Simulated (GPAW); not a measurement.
Runs of GPAW 26.7.0 on MgB. The structure is cubic, space group Pm-3m (No. 221). The conventional cell has a = 2.895 Å, b = 2.895 Å, c = 2.895 Å, α = 90.00°, β = 90.00°, γ = 90.00°. Mg (site symmetry m-3m) is surrounded by 8 B at 2.51 Å. B (site symmetry m-3m) has 8 Mg at 2.51 Å as nearest neighbours. The cell was built by a generator and needn't be a form met in nature.

```tsv
potentials or basis	data set	pressure (GPa)
the program's PAW data sets (release 1.2.1) made for this functional, other valence, pw	Mg 2	-3.4
PAW data sets generated in the run's folder for this functional, pw	-	-5.2
JTH PAW 2.0, LDA, pw	B jth, Mg jth	(a)
the program's PAW data sets (release 1.2.1) made for this functional, pw	-	-5.2
```

Alike in all rows: task band structure; level LDA; no spin polarisation; cell as given; k mesh 9 × 9 × 9; cutoff (eV) 800; smearing fermi-dirac 0.05 eV.

Task: Fill in the values left out.

Result: (a) -5.0.

Caveats: the program truncates these outside data sets (some runs).

The runs don't all hold the same shells in valence.
